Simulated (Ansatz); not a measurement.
# Nb: response to strain

Nb is deformed so: equal xx and yy strain of +2 %. What stress and forces result, by LAPW, PAW and all-electron datasets made for the crystal?

Computed with Ansatz 0.2.0 (DFT LDA, scalar-relativistic, unless a step's input says otherwise).

## Step 1: The starting structure

The structure is cubic, space group Fm-3m (No. 225). Conventional cell: a = 4.230 Å, b = 4.230 Å, c = 4.230 Å, α = 90.00°, β = 90.00°, γ = 90.00°. Nb (site symmetry m-3m) has 12 Nb at 2.99 Å as nearest neighbours.

As a file:

```cif
data_structure
_symmetry_space_group_name_H-M 'P 1'
_symmetry_Int_Tables_number 1
_cell_length_a 2.9911
_cell_length_b 2.9911
_cell_length_c 2.9911
_cell_angle_alpha 60.000
_cell_angle_beta 60.000
_cell_angle_gamma 60.000
_cell_volume 18.92
loop_
_atom_site_label
_atom_site_type_symbol
_atom_site_fract_x
_atom_site_fract_y
_atom_site_fract_z
_atom_site_occupancy
Nb1 Nb 0.00000 0.00000 0.00000 1
```

## Step 2: After the deformation

Space group Fm-3m before, I4/mmm after.

## Step 3: LAPW, all electrons

The input, input.yaml:

```yaml
crystal:
  lattice:
    - [0.0, 2.1573, 2.115]
    - [2.1573, 0.0, 2.115]
    - [2.1573, 2.1573, 0.0]
  atoms:
    - { symbol: Nb, position: [0.0, 0.0, 0.0] }
kpoints:
  mp_grid: { grid: [13, 13, 13] }
  band_path:
    path:
      - [0.0, 0.0, 0.0]
      - [0.0, 0.5, 0.5]
      - [0.25, 0.75, 0.5]
      - [0.0, 0.5, 0.0]
      - [0.0, 0.0, 0.0]
      - [0.5, 0.5, 0.0]
      - [0.38005, 0.61995, 0.0]
      - [-0.38005, 0.38005, 0.0]
      - [0.0, 0.0, 0.0]
    npoints: 5
scf:
  occupations: { method: fermi_dirac, width: 0.03 }
hamiltonian:
  xc: lda
  pseudopotentials: { kind: all_electron, lapw: { basis_error: 0.0005 } }
output:
  forces: true
  stress: true
  eigenvalues: true
```

The run is started by

```bash
> ansatz run input.yaml --threads 1 --pin off --max-ram 3072MiB --backend cpu --events-out ev --progress --plain --runs-dir out
```

## Step 4: Frozen-core PAW

The input, input.yaml:

```yaml
crystal:
  lattice:
    - [0.0, 2.1573, 2.115]
    - [2.1573, 0.0, 2.115]
    - [2.1573, 2.1573, 0.0]
  atoms:
    - { symbol: Nb, position: [0.0, 0.0, 0.0] }
kpoints:
  mp_grid: { grid: [13, 13, 13] }
scf:
  occupations: { method: fermi_dirac, width: 0.03 }
hamiltonian:
  xc: lda
  pseudopotentials: { kind: paw }
output:
  forces: true
  stress: true
  eigenvalues: true
  efg: { contact_densities: true }
  write_density: true
  write_potential: true
  elf: true
  volumetric_format: npy
```

## Step 5: Datasets made for this crystal

input.yaml, as its differences from that of step 4:

```diff
@@ -13,3 +13,3 @@
   xc: lda
-  pseudopotentials: { kind: paw }
+  pseudopotentials: { kind: all_electron, datasets: crystal }
 output:
@@ -19,5 +19 @@
   efg: { contact_densities: true }
-  write_density: true
-  write_potential: true
-  elf: true
-  volumetric_format: npy
```

(Steps that only read results are left out.)

Q: Predict the outcome of this session. Wanted: pressure; largest shear or deviatoric stress.

As calculated:

| quantity | value |
| --- | --- |
| pressure | LAPW -15.70, PAW -15.69, crystal datasets -15.70 GPa |
| largest shear or deviatoric stress (LAPW) | 3.17 GPa |

In words: The largest part of the stress beyond the pressure is 3.17 GPa in size, in the zz component. No run of the undeformed cell stands beside it, so the pressure holds what the given cell had before the change. PAW: stress within 0.01 GPa of LAPW. Crystal datasets: stress within 0.01 GPa of LAPW.
